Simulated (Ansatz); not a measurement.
# C6H2F3 radical: energies up the ladder

The task here is to estimate one member of a computed series from the others.

Method: the levels named in each step, in Ansatz 0.2.0.

### The structure to begin with

Bond lengths: F1–C2 1.334 Å, C2–C3 1.357 Å, C3–C4 1.374 Å, C4–F5 1.334 Å, C4–C6 1.393 Å, C6–C7 1.376 Å, C7–F8 1.341 Å, C2–C9 1.393 Å, C7–C9 1.392 Å, C6–H10 1.078 Å, C9–H11 1.078 Å. Angles (14 of 16 angles, heavy atoms first): F1–C2–C3 122.0°, F1–C2–C9 118.7°, C3–C2–C9 119.3°, C2–C3–C4 123.0°, C3–C4–F5 122.3°, C3–C4–C6 118.9°, F5–C4–C6 118.7°, C4–C6–C7 118.1°, C6–C7–F8 118.3°, C6–C7–C9 122.8°, F8–C7–C9 118.8°, C2–C9–C7 117.8°, C4–C6–H10 120.3°, C7–C6–H10 121.6°.

As a file:

```xyz
11

F     2.5525   -0.9713    0.0163
C     1.2997   -0.5135    0.0081
C     0.2299   -1.3481    0.0196
C    -1.0688   -0.9003    0.0114
F    -2.1108   -1.7329    0.0209
C    -1.3084    0.4722   -0.0069
C    -0.2248    1.3199   -0.0189
F    -0.4509    2.6414   -0.0358
C     1.0902    0.8639   -0.0115
H    -2.3191    0.8476   -0.0117
H     1.9289    1.5413   -0.0213
```

The first run:

Contents of input.yaml:

```yaml
crystal:
  periodic: [false, false, false]
  atoms:
    - { symbol: F, position_ang: [2.55246, -0.97127, 0.01634] }
    - { symbol: C, position_ang: [1.29974, -0.51354, 0.00812] }
    - { symbol: C, position_ang: [0.22995, -1.34812, 0.01964] }
    - { symbol: C, position_ang: [-1.06881, -0.90035, 0.01137] }
    - { symbol: F, position_ang: [-2.11079, -1.73287, 0.02092] }
    - { symbol: C, position_ang: [-1.30841, 0.47219, -0.00686] }
    - { symbol: C, position_ang: [-0.22482, 1.31989, -0.01893] }
    - { symbol: F, position_ang: [-0.45088, 2.6414, -0.0358] }
    - { symbol: C, position_ang: [1.09019, 0.86389, -0.01155] }
    - { symbol: H, position_ang: [-2.3191, 0.84758, -0.01167] }
    - { symbol: H, position_ang: [1.92893, 1.54129, -0.02125] }
magnetization:
  spin_polarized: true
  initial_magnetization: 1
basis:
  gaussian: { orbitals: def2-SVPD }
hamiltonian:
  xc: pbe
  dispersion: d4
relax:
  f_tol: 0.03
  max_steps: 200
```

Started as:

```
$ ansatz run input.yaml --threads 8 --pin off --max-ram 22528MiB --backend cpu --events-out ev --progress --plain --runs-dir out
```

Steps of the session up to this table: A rough first relaxation, PBE-D4/def2-SVPD; Relaxation, PBE0-D4/def2-TZVPD; Relaxation, PBE0-D4/def2-SVPD; Frequencies, PBE0-D4/def2-SVPD; Single point, PBE-D4/def2-TZVPPD; Single point, r2SCAN-D4/def2-TZVPPD; Single point, B3LYP-D4/def2-TZVPPD; Single point, wB97M-V/def2-TZVPPD; Single point, B2PLYP/def2-TZVPPD; Single point, PBE0-D4/def2-TZVPPD; Single point, LDA/def2-TZVPPD; Single point, PBE0-D4/def2-SVPD; Single point, PBE-D4/def2-SVPD; The anion of multiplicity 1 at the same geometry, PBE0-D4/def2-TZVPPD; The anion of multiplicity 1 at the same geometry, PBE-D4/def2-TZVPPD; The anion of multiplicity 1 at the same geometry, r2SCAN-D4/def2-TZVPPD; The anion of multiplicity 1 at the same geometry, B3LYP-D4/def2-TZVPPD; The anion of multiplicity 1 at the same geometry, wB97M-V/def2-TZVPPD; The anion of multiplicity 1 at the same geometry, B2PLYP/def2-TZVPPD.

One table of the session follows, with a row left open; its other results are not shown here.

It belongs to the step «Vertical electron affinity». 

```
                level  vertical electron affinity (eV)  from B2PLYP/def2-TZVPPD (eV)
  PBE0-D4/def2-TZVPPD                            2.026                        -0.100
   PBE-D4/def2-TZVPPD                            2.109                        -0.017
r2SCAN-D4/def2-TZVPPD                            1.913                        -0.214
 B3LYP-D4/def2-TZVPPD                                ?                             ?
  wB97M-V/def2-TZVPPD                            2.181                        +0.055
   B2PLYP/def2-TZVPPD                            2.126                        -0.000
```

**Question.** Estimate the row for B3LYP-D4/def2-TZVPPD.

**Answer.** vertical electron affinity (eV): 2.185; from B2PLYP/def2-TZVPPD (eV): +0.059. In the column «vertical electron affinity (eV)» it is the highest.
